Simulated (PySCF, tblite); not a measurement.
# CH7FGeSi: dynamics, then NMR shifts and electronic excitations on frames, part 2 of 2

tblite 0.8.0 and PySCF 2.14.0. Atoms count from 0. Earlier steps stand in the parts before.

## (9) Nuclear shieldings: 800 fs, PBE0/pcSseg-1

The job: settings as JSON, then the geometry in Å.

```
{"job": {"kind": "nmr", "xc": "PBE0", "basis": "pcSseg-1", "pop": false}, "charge": 0, "multiplicity": 1}
C     -0.717800    -0.671900     1.473600
Si    -0.230200     0.385700    -0.024100
F     -1.178800    -0.002200    -1.287800
Ge     2.003900    -0.136500    -0.524800
H     -1.743200    -0.472100     1.794400
H     -0.641600    -1.738400     1.167800
H     -0.054300    -0.461800     2.298000
H     -0.480600     1.842200     0.003100
H      2.445300    -1.591600    -0.441700
H      2.359700     0.332200    -1.968500
H      3.019100     0.594200     0.305900
```

Level: GIAO PBE0/pcSseg-1 NMR shielding, non-relativistic, gas phase.

Log:

```text
coarse grid: 41616 points
cycle   1  E = -2507.8447110865  dE = -6.316e-01  |g| = 9.960e-01  |ddm| = 2.962e+00
cycle   2  E = -2507.7622418637  dE =  8.247e-02  |g| = 1.192e+00  |ddm| = 1.401e+00
cycle   3  E = -2507.9334560279  dE = -1.712e-01  |g| = 1.763e-01  |ddm| = 9.975e-01
cycle   4  E = -2507.9376032939  dE = -4.147e-03  |g| = 5.358e-02  |ddm| = 1.555e-01
cycle   5  E = -2507.9379605861  dE = -3.573e-04  |g| = 6.678e-03  |ddm| = 4.080e-02
cycle   6  E = -2507.9379712250  dE = -1.064e-05  |g| = 1.225e-03  |ddm| = 8.820e-03
cycle   7  E = -2507.9379716076  dE = -3.826e-07  |g| = 4.017e-04  |ddm| = 1.651e-03
final grid: 85384 points
cycle   8  E = -2507.9379762526  dE = -1.681e-08  |g| = 4.851e-04  |ddm| = 1.175e-03
cycle   9  E = -2507.9379762410  dE =  1.155e-08  |g| = 5.869e-04  |ddm| = 8.005e-04
cycle  10  E = -2507.9379762934  dE = -5.238e-08  |g| = 2.177e-05  |ddm| = 3.996e-04
cycle  11  E = -2507.9379762935  dE = -1.455e-10  |g| = 3.319e-06  |ddm| = 3.195e-05
converged SCF energy = -2507.9379762935

GIAO shielding tensors (ppm)
atom      isotropic    diamagn.    paramagn.     s11        s22        s33       span
  0 C      180.608     255.862     -75.253    164.391    187.042    190.391     26.001
  1 Si     313.701     877.142    -563.441    236.260    307.920    396.924    160.664
  2 F      390.819     470.025     -79.206    361.232    383.671    427.554     66.321
  3 Ge    1705.653    2759.326   -1053.673   1663.286   1713.684   1739.990     76.705
  4 H       30.449      29.300       1.149     25.984     27.142     38.222     12.239
  5 H       30.160      30.259      -0.099     26.230     28.891     35.359      9.129
  6 H       31.691      30.863       0.827     27.285     30.021     37.765     10.479
  7 H       25.520      28.075      -2.555     22.288     24.156     30.117      7.829
  8 H       28.152      29.695      -1.542     21.942     23.116     39.400     17.458
  9 H       27.726      28.663      -0.936     21.746     22.471     38.962     17.216
 10 H       28.610      29.852      -1.242     22.529     22.896     40.406     17.877
```

Run time: 8.3 s. Hardware: 1 thread of AMD EPYC 7B13, shared host; peak memory 0.8 GiB.

Key values: δ C0 6.3, Si1 35.5, F2 -219.9, Ge3 -375, H7 6.20, H9 3.99 ppm.

## (10) Excited states and response: 800 fs, PBE0/def2-SVPD

Same as in step 9 but for these lines:

```diff
@@ -1,2 +1,2 @@
-{"job": {"kind": "nmr", "xc": "PBE0", "basis": "pcSseg-1", "pop": false}, "charge": 0, "multiplicity": 1}
+{"job": {"kind": "uv", "xc": "PBE0", "basis": "def2-SVPD", "nstates": 5, "ntriplets": 0}, "charge": 0, "multiplicity": 1}
 C     -0.717800    -0.671900     1.473600
```

With the program's defaults for keys left out, this is: TDDFT PBE0/def2-SVPD, vertical, gas phase, core orbitals frozen in the response.

Log:

```text
coarse grid: 41616 points
cycle   1  E = -2507.6670142967  dE = -5.834e-01  |g| = 6.234e-01  |ddm| = 3.741e+00
cycle   2  E = -2507.5970707961  dE =  6.994e-02  |g| = 9.046e-01  |ddm| = 1.286e+00
cycle   3  E = -2507.7304493961  dE = -1.334e-01  |g| = 1.012e-01  |ddm| = 7.926e-01
cycle   4  E = -2507.7320597621  dE = -1.610e-03  |g| = 2.159e-02  |ddm| = 1.064e-01
cycle   5  E = -2507.7321513092  dE = -9.155e-05  |g| = 4.742e-03  |ddm| = 2.793e-02
cycle   6  E = -2507.7321586940  dE = -7.385e-06  |g| = 8.375e-04  |ddm| = 9.408e-03
final grid: 85384 points
cycle   7  E = -2507.7321448382  dE = -3.274e-08  |g| = 8.899e-04  |ddm| = 3.989e-03
cycle   8  E = -2507.7321447923  dE =  4.589e-08  |g| = 1.012e-03  |ddm| = 2.311e-03
cycle   9  E = -2507.7321450292  dE = -2.369e-07  |g| = 8.583e-05  |ddm| = 1.138e-03
cycle  10  E = -2507.7321450308  dE = -1.603e-09  |g| = 1.404e-05  |ddm| = 1.051e-04
cycle  11  E = -2507.7321450309  dE = -4.047e-11  |g| = 3.377e-06  |ddm| = 1.636e-05
converged SCF energy = -2507.7321450309

Static polarisability (au): isotropic 73.209, principal 62.577 71.192 85.859

Singlet excitations
state   eV       nm        f      main configurations
  1   6.5328    189.8   0.02552   H->L 0.97
  2   7.1968    172.3   0.03685   H->L+1 0.91
  3   7.5133    165.0   0.08587   H->L+2 0.70, H-1->L 0.22
  4   7.5624    163.9   0.07472   H-1->L 0.61, H->L+2 0.25
  5   7.8899    157.1   0.00385   H-2->L 0.61, H->L+3 0.20, H-3->L 0.10
```

Wall time 11 s (1 thread of AMD EPYC 7B13, shared host); peak memory 0.7 GiB.

Key values: HOMO -8.22 eV, LUMO -0.38 eV; lowest singlet 6.53 eV.

## (11) Nuclear shieldings: 1000 fs, PBE0/pcSseg-1

The job: settings as JSON, then the geometry in Å.

```
{"job": {"kind": "nmr", "xc": "PBE0", "basis": "pcSseg-1", "pop": false}, "charge": 0, "multiplicity": 1}
C     -1.270800    -0.714900     1.286300
Si    -0.446600     0.374400     0.032200
F     -1.367200    -0.011500    -1.291900
Ge     1.807400    -0.229600    -0.475500
H     -2.332100    -0.570100     1.274900
H     -1.047100    -1.794600     1.189400
H     -0.910100    -0.443000     2.275400
H     -0.583400     1.755400     0.250900
H      1.991000    -1.620300    -0.971900
H      2.587600     0.602800    -1.379300
H      2.553300    -0.190100     0.833800
```

Level: GIAO PBE0/pcSseg-1 NMR shielding, non-relativistic, gas phase.

Log:

```text
coarse grid: 41616 points
cycle   1  E = -2507.8335460801  dE = -5.598e-01  |g| = 1.008e+00  |ddm| = 2.981e+00
cycle   2  E = -2507.7407246220  dE =  9.282e-02  |g| = 1.226e+00  |ddm| = 1.470e+00
cycle   3  E = -2507.9272997159  dE = -1.866e-01  |g| = 1.848e-01  |ddm| = 1.046e+00
cycle   4  E = -2507.9318476610  dE = -4.548e-03  |g| = 5.481e-02  |ddm| = 1.583e-01
cycle   5  E = -2507.9322161122  dE = -3.685e-04  |g| = 6.925e-03  |ddm| = 4.103e-02
cycle   6  E = -2507.9322273128  dE = -1.120e-05  |g| = 1.299e-03  |ddm| = 9.244e-03
cycle   7  E = -2507.9322277613  dE = -4.485e-07  |g| = 3.502e-04  |ddm| = 1.836e-03
final grid: 85384 points
cycle   8  E = -2507.9322524679  dE = -2.787e-08  |g| = 3.996e-04  |ddm| = 1.013e-03
cycle   9  E = -2507.9322524646  dE =  3.342e-09  |g| = 4.711e-04  |ddm| = 6.853e-04
cycle  10  E = -2507.9322524945  dE = -2.992e-08  |g| = 2.481e-05  |ddm| = 3.228e-04
cycle  11  E = -2507.9322524947  dE = -1.673e-10  |g| = 5.762e-06  |ddm| = 3.312e-05
converged SCF energy = -2507.9322524947

GIAO shielding tensors (ppm)
atom      isotropic    diamagn.    paramagn.     s11        s22        s33       span
  0 C      185.803     254.171     -68.369    171.367    192.631    193.410     22.043
  1 Si     307.214     877.316    -570.102    233.369    295.350    392.925    159.556
  2 F      390.700     470.473     -79.773    348.718    386.767    436.615     87.897
  3 Ge    1713.757    2759.535   -1045.778   1664.822   1735.856   1740.591     75.769
  4 H       31.070      29.440       1.630     26.515     27.995     38.700     12.185
  5 H       30.229      30.179       0.050     26.008     28.801     35.878      9.870
  6 H       31.876      30.069       1.807     27.685     28.890     39.053     11.368
  7 H       26.333      29.175      -2.842     23.527     24.496     30.977      7.450
  8 H       28.744      30.559      -1.814     22.160     23.338     40.736     18.577
  9 H       29.124      30.662      -1.538     22.344     22.855     42.173     19.830
 10 H       28.899      30.225      -1.325     22.478     23.768     40.452     17.974
```

Wall time 8.1 s (1 thread of AMD EPYC 7B13, shared host); peak memory 0.71 GiB.

In short: δ C0 1.1, Si1 41.9, F2 -219.8, Ge3 -383, H7 5.38, H8 2.97 ppm.

## (12) Ultraviolet spectrum: 1000 fs, PBE0/def2-SVPD

Same as in step 11 but for these lines:

```diff
@@ -1,2 +1,2 @@
-{"job": {"kind": "nmr", "xc": "PBE0", "basis": "pcSseg-1", "pop": false}, "charge": 0, "multiplicity": 1}
+{"job": {"kind": "uv", "xc": "PBE0", "basis": "def2-SVPD", "nstates": 5, "ntriplets": 0}, "charge": 0, "multiplicity": 1}
 C     -1.270800    -0.714900     1.286300
```

Method: TDDFT PBE0/def2-SVPD, vertical, gas phase, core orbitals frozen in the response.

Log:

```text
coarse grid: 41616 points
cycle   1  E = -2507.6558180964  dE = -5.120e-01  |g| = 6.418e-01  |ddm| = 3.729e+00
cycle   2  E = -2507.5734553163  dE =  8.236e-02  |g| = 9.526e-01  |ddm| = 1.360e+00
cycle   3  E = -2507.7243969339  dE = -1.509e-01  |g| = 1.087e-01  |ddm| = 8.472e-01
cycle   4  E = -2507.7262364965  dE = -1.840e-03  |g| = 2.303e-02  |ddm| = 1.159e-01
cycle   5  E = -2507.7263389583  dE = -1.025e-04  |g| = 4.807e-03  |ddm| = 2.887e-02
cycle   6  E = -2507.7263463845  dE = -7.426e-06  |g| = 8.056e-04  |ddm| = 9.504e-03
final grid: 85384 points
cycle   7  E = -2507.7263483913  dE = -4.894e-08  |g| = 8.132e-04  |ddm| = 3.965e-03
cycle   8  E = -2507.7263483660  dE =  2.531e-08  |g| = 8.925e-04  |ddm| = 2.259e-03
cycle   9  E = -2507.7263485680  dE = -2.020e-07  |g| = 1.029e-04  |ddm| = 1.087e-03
cycle  10  E = -2507.7263485701  dE = -2.156e-09  |g| = 1.314e-05  |ddm| = 1.152e-04
cycle  11  E = -2507.7263485702  dE = -2.638e-11  |g| = 3.475e-06  |ddm| = 1.568e-05
converged SCF energy = -2507.7263485702

Static polarisability (au): isotropic 71.282, principal 62.089 66.370 85.387

Singlet excitations
state   eV       nm        f      main configurations
  1   6.5552    189.1   0.03957   H->L 0.96
  2   7.3295    169.2   0.03169   H->L+1 0.92
  3   7.5665    163.9   0.10062   H->L+2 0.87
  4   7.6253    162.6   0.02363   H-1->L 0.86
  5   7.8884    157.2   0.10556   H->L+3 0.70, H-2->L 0.21
```

It took 11 s on 1 thread of AMD EPYC 7B13, shared host; peak memory 0.76 GiB.

Key values: HOMO -8.23 eV, LUMO -0.39 eV; lowest singlet 6.56 eV.

## (13) Run by run: NMR shifts

Shifts (ppm) of some atoms, chosen among heavy atoms and hydrogens apart, with basis size and wall time:

```csv
frame,C0,H9,H8,H4,Si1,F2,Ge3,functions,time
250 fs,-0.2,3.18,3.17,0.34,38.0,-223.5,-397,134,8.4 s
425 fs,2.7,2.70,2.64,1.20,27.8,-230.4,-405,134,8 s
625 fs,5.4,4.22,4.01,1.12,34.4,-215.6,-373,134,8.2 s
800 fs,6.3,3.99,3.56,1.27,35.5,-219.9,-375,134,8.3 s
1000 fs,1.1,2.59,2.97,0.65,41.9,-219.8,-383,134,8.1 s
```

## (14) Run by run: electronic excitations

Excitations and ground-state properties, with basis size and wall time:

```csv
frame,lowest singlet (eV),brightest (eV),f,gap (eV),α (Å³),μ (D),functions,time
250 fs,6.41,7.75,0.086,7.77,10.55,2.13,161,10 s
425 fs,6.32,7.84,0.158,7.66,10.62,2.04,161,10 s
625 fs,6.56,7.66,0.107,7.87,11.01,1.71,161,11 s
800 fs,6.53,7.51,0.086,7.84,10.85,2.07,161,11 s
1000 fs,6.56,7.89,0.106,7.84,10.56,1.87,161,11 s
```

## (15) Summary of results

This closing draws on all 2 parts.

| quantity | value |
| --- | --- |
| thermostat | 200 K |
| mean temperature, second half | 170 K |
| mean potential energy above the minimum | 0.18 eV |
| 13C shifts against TMS (PBE0/pcSseg-1, 250 fs) | -0.2 ppm |
| 1H shifts against TMS (PBE0/pcSseg-1, 250 fs) | 5.79, 3.18, 3.17, 2.79, 0.74, 0.34, 0.09 ppm |
| 29Si shifts against TMS (PBE0/pcSseg-1, 250 fs) | 38.0 ppm |
| 19F shifts against CFCl3 (PBE0/pcSseg-1, 250 fs) | -223.5 ppm |
| 73Ge shifts against GeMe4 (PBE0/pcSseg-1, 250 fs) | -397 ppm |
| lowest singlet (PBE0/def2-SVPD, 250 fs) | 6.41 eV (193 nm), f = 0.012 |
| brightest single state of those computed | state 4, 7.75 eV, f = 0.086 |
| range of the shift of Ge3 | -405 to -373 ppm |
| range of the lowest singlet | 6.32 to 6.56 eV |

In the second half the potential energy averages 0.18 eV above the minimum; equipartition over 27 harmonic modes at 200 K would give 0.23 eV. With 11 atoms the temperature swings widely (88 to 332 K). Shifts at one fixed geometry are not the observed spectrum, which averages over the motion. In the first frame run (250 fs): The widest tensor belongs to Si1: span 175 ppm, with a paramagnetic part of -566 ppm. The lowest singlet, at 6.41 eV, is HOMO→LUMO 0.97 and is weak; of the 5 states computed, the strongest absorption comes from states 4 to 5 together at 7.75 eV (the last computed, so partners may be missing). In ppm, Ge3 moves most: its shift spreads over 33 ppm, from -405 (425 fs) to -373 (625 fs). The lowest singlet runs from 6.32 eV (425 fs) to 6.56 eV (625 fs), while the orbital gap spans 7.66 to 7.87 eV. The lowest state need not be the same one in every run. Spin-orbit coupling is left out, which matters for shieldings and couplings at and beside the heavy atoms.
